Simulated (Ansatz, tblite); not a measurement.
# In9As10 zinc blende ring sphere (In9As10H28+): one state, many levels

One table from this session's results is given with a row withheld; the runs are named, their logs left out.

The runs use Ansatz 0.2.0, Gaussian basis; as each input shows.

Plan: GFN1-xTB, GFN2-xTB, PBE-D4/def2-TZVP, r2SCAN-D4/def2-TZVP, r2SCAN0-D4/def2-TZVP, PBE-D4/def2-SVP, PBE0-D4/def2-SVP, MP2/def2-TZVP, RPA/def2-TZVP.

2 further runs of the same task are left out: 1 for a known fault of the program, 1 set aside as unsound or not needed.

## The geometry

The singlet was relaxed beforehand with PBE-D4/def2-SVP.

47 atoms, charge 1, spin multiplicity 1.

Bond lengths: As1–In11 2.776 Å, As1–In12 2.691 Å, As1–H20 1.529 Å, As1–H21 1.531 Å, As2–In12 2.689 Å, As2–In13 2.777 Å, As2–H22 1.529 Å, As2–H23 1.528 Å, As3–In11 2.778 Å, As3–In15 2.690 Å, As3–H24 1.530 Å, As3–H25 1.528 Å, As4–In12 2.672 Å, As4–In15 2.672 Å, As4–In16 2.671 Å, As4–H26 1.528 Å, As5–In15 2.690 Å, As5–In17 2.777 Å and more. Angles: In11–As1–In12 133.8°, In11–As1–H20 107.3°, In11–As1–H21 107.9°, In12–As1–H20 101.7°, In12–As1–H21 103.7°, H20–As1–H21 96.0°, In12–As2–In13 133.4°, In12–As2–H22 103.8°, In12–As2–H23 101.9°, In13–As2–H22 108.2°, In13–As2–H23 107.4°, H22–As2–H23 96.0°, In11–As3–In15 133.4°, In11–As3–H24 108.0°, In11–As3–H25 107.5°, In15–As3–H24 103.8°, In15–As3–H25 102.0°, H24–As3–H25 96.0° and more.

In takes a core potential in the def2 sets. No spin-orbit coupling is included. The ion is computed in the gas phase, without counter-ions or solvent.

PBE0-D4/def2-TZVP was run before; its log isn't repeated, and its numbers join the tables.

The first run:

Tight binding, by tblite at 300 K electronic temperature and without a spin-polarisation term:

```python
tblite.interface.Calculator('GFN1-xTB', numbers, positions, charge=1, uhf=0).singlepoint()
```

Tight binding, by tblite at 300 K electronic temperature and without a spin-polarisation term:

```python
tblite.interface.Calculator('GFN2-xTB', numbers, positions, charge=1, uhf=0).singlepoint()
```

start.molden holds the orbitals of an earlier run on this state, given as this run's starting guess.

Contents of in.yaml:

```yaml
crystal:
  periodic: [false, false, false]
  atoms:
    - {symbol: As, position_ang: [-3.641081, -0.717130, -2.438245]}
    - {symbol: As, position_ang: [-3.669883, 2.389585, 0.722675]}
    - {symbol: As, position_ang: [-0.736441, -3.675281, -2.388538]}
    - {symbol: As, position_ang: [-0.617428, -0.618621, 0.610049]}
    - {symbol: As, position_ang: [2.424807, -3.649554, 0.719585]}
    - {symbol: As, position_ang: [2.344951, -0.471067, -2.362969]}
    - {symbol: As, position_ang: [2.389631, -0.737794, 3.667694]}
    - {symbol: As, position_ang: [-0.462885, 2.366344, -2.348748]}
    - {symbol: As, position_ang: [2.357487, 2.341343, 0.474175]}
    - {symbol: As, position_ang: [-0.735440, 2.411723, 3.647839]}
    - {symbol: In, position_ang: [-3.207451, -3.214529, -3.570939]}
    - {symbol: In, position_ang: [-2.136321, 0.937551, -0.942493]}
    - {symbol: In, position_ang: [-3.209478, 3.587243, 3.185457]}
    - {symbol: In, position_ang: [0.489006, 0.508444, -4.121214]}
    - {symbol: In, position_ang: [0.934185, -2.144850, -0.939319]}
    - {symbol: In, position_ang: [0.929666, 0.928356, 2.142653]}
    - {symbol: In, position_ang: [3.602881, -3.191415, 3.192182]}
    - {symbol: In, position_ang: [4.115970, 0.486039, -0.506168]}
    - {symbol: In, position_ang: [0.509820, 4.120237, -0.482896]}
    - {symbol: H, position_ang: [-4.109519, 0.213844, -3.556501]}
    - {symbol: H, position_ang: [-4.979487, -0.761777, -1.696513]}
    - {symbol: H, position_ang: [-4.967351, 1.585411, 0.818755]}
    - {symbol: H, position_ang: [-4.219191, 3.466114, -0.211980]}
    - {symbol: H, position_ang: [-0.831729, -4.973041, -1.584564]}
    - {symbol: H, position_ang: [0.193530, -4.225578, -3.468993]}
    - {symbol: H, position_ang: [-1.507193, -1.500415, 1.485398]}
    - {symbol: H, position_ang: [1.669474, -4.978102, 0.792406]}
    - {symbol: H, position_ang: [3.524900, -4.143295, -0.218971]}
    - {symbol: H, position_ang: [3.121460, -1.535899, -3.145161]}
    - {symbol: H, position_ang: [1.597172, -0.843760, 4.971016]}
    - {symbol: H, position_ang: [3.465079, 0.200811, 4.211259]}
    - {symbol: H, position_ang: [-1.528742, 3.150446, -3.121718]}
    - {symbol: H, position_ang: [3.140682, 3.111031, 1.543151]}
    - {symbol: H, position_ang: [-0.814666, 1.651066, 4.972721]}
    - {symbol: H, position_ang: [0.199002, 3.510934, 4.151016]}
    - {symbol: H, position_ang: [-4.268015, -4.244444, -2.677376]}
    - {symbol: H, position_ang: [-2.827087, -2.870744, -5.211971]}
    - {symbol: H, position_ang: [-4.262565, 2.723079, 4.247662]}
    - {symbol: H, position_ang: [-2.832166, 5.218553, 2.792178]}
    - {symbol: H, position_ang: [-0.763974, -0.725227, -4.091614]}
    - {symbol: H, position_ang: [1.271719, 1.282712, -5.450530]}
    - {symbol: H, position_ang: [5.230351, -2.785353, 2.811163]}
    - {symbol: H, position_ang: [2.749267, -4.264070, 4.243065]}
    - {symbol: H, position_ang: [4.094324, -0.764868, 0.728150]}
    - {symbol: H, position_ang: [5.439724, 1.272212, -1.285848]}
    - {symbol: H, position_ang: [-0.733648, 4.094015, 0.759107]}
    - {symbol: H, position_ang: [1.296354, 5.446820, -1.257590]}
basis:
  gaussian: {orbitals: def2-TZVP, fitting: {mean_field: def2-universal-jkfit}, initial_orbitals: start.molden}
total_charge: 1
hamiltonian: {xc: pbe, dispersion: d4}
scf: {omitted_lower_state_checks: [starts]}
output: {orbitals: {seedname: orbitals}}
```

Launch:

```bash
ansatz run in.yaml --threads 11 --pin off --events-out ev --progress --plain --max-ram 166912MiB --backend cuda --devices 0, --max-vram 75GiB
```

Steps of the session up to this table: PBE-D4/def2-TZVP; r2SCAN-D4/def2-TZVP; r2SCAN0-D4/def2-TZVP; PBE-D4/def2-SVP; PBE0-D4/def2-SVP; MP2/def2-TZVP; RPA/def2-TZVP.

One of the session's tables, all rows but one given; the rest of the session is left out.

| level | HOMO (eV) | LUMO (eV) | gap (eV) |
| --- | --- | --- | --- |
| PBE-D4/def2-SVP | ? | ? | ? |
| PBE-D4/def2-TZVP | -8.40 | -5.21 | 3.19 |
| r2SCAN-D4/def2-TZVP | -8.63 | -5.05 | 3.58 |
| PBE0-D4/def2-SVP | -9.29 | -4.49 | 4.80 |
| PBE0-D4/def2-TZVP | -9.32 | -4.53 | 4.79 |
| r2SCAN0-D4/def2-TZVP | -9.47 | -4.46 | 5.01 |

**Question.** Estimate the row for PBE-D4/def2-SVP.

The run gave: HOMO (eV): -8.35; LUMO (eV): -5.15; gap (eV): 3.20. In the column «HOMO (eV)» it is the highest.
